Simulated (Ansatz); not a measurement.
# Al3Cu: the cost of one run

Program: Ansatz 0.2.0. Level of theory: DFT LDA, scalar-relativistic, plane waves, PAW. These are calculated values, not measurements.

1 further run of the same task is left out (it didn't finish).

## (1) Starting point

The structure is cubic, space group Pm-3m (No. 221). The conventional cell has a = 3.924 Å, b = 3.924 Å, c = 3.924 Å, α = 90.00°, β = 90.00°, γ = 90.00°. Al (site symmetry 4/mmm) is surrounded by 8 Al at 2.77 Å and 4 Cu at 2.77 Å. Around Cu (site symmetry m-3m) lie 12 Al at 2.77 Å.

As a file:

```
CELL_PARAMETERS angstrom
3.92415 0.00000 0.00000
0.00000 3.92415 0.00000
0.00000 0.00000 3.92415
ATOMIC_POSITIONS crystal
Al 0.00000 0.50000 0.50000
Al 0.50000 0.00000 0.50000
Al 0.50000 0.50000 0.00000
Cu 0.00000 0.00000 0.00000
```

The structure comes from the Materials Project (structure only).

## (2) Functional and cell changed: LDA

The change: strain xx, yy, zz, yz, xz, xy = +4.7, +4.7, +4.7, +0.0, +0.0, +0.0 %.

The input, input.yaml:

```yaml
crystal:
  lattice:
    - [4.1094101687, 0.0, 0.0]
    - [0.0, 4.1094101687, 0.0]
    - [0.0, 0.0, 4.1094101687]
  atoms:
    - { symbol: Al, position: [0.0, 0.5, 0.5] }
    - { symbol: Al, position: [0.5, 0.0, 0.5] }
    - { symbol: Al, position: [0.5, 0.5, 0.0] }
    - { symbol: Cu, position: [0.0, 0.0, 0.0] }
basis:
  ecutwfc: 420
kpoints:
  mp_grid: { grid: [12, 12, 12] }
hamiltonian:
  xc: lda
scf:
  occupations: { method: gaussian, width: 0.1 }
output:
  forces: true
  stress: true
  eigenvalues: true
```

Command:

```console
> ansatz run input.yaml --threads 1 --pin off --max-ram 1331MiB --backend cpu --events-out ev --progress --plain --runs-dir out
```

Q: Estimate wall time and peak memory on 1 thread of an x86-64 CPU, shared host.

About 2.6 s, with a peak of 0.45 GiB.
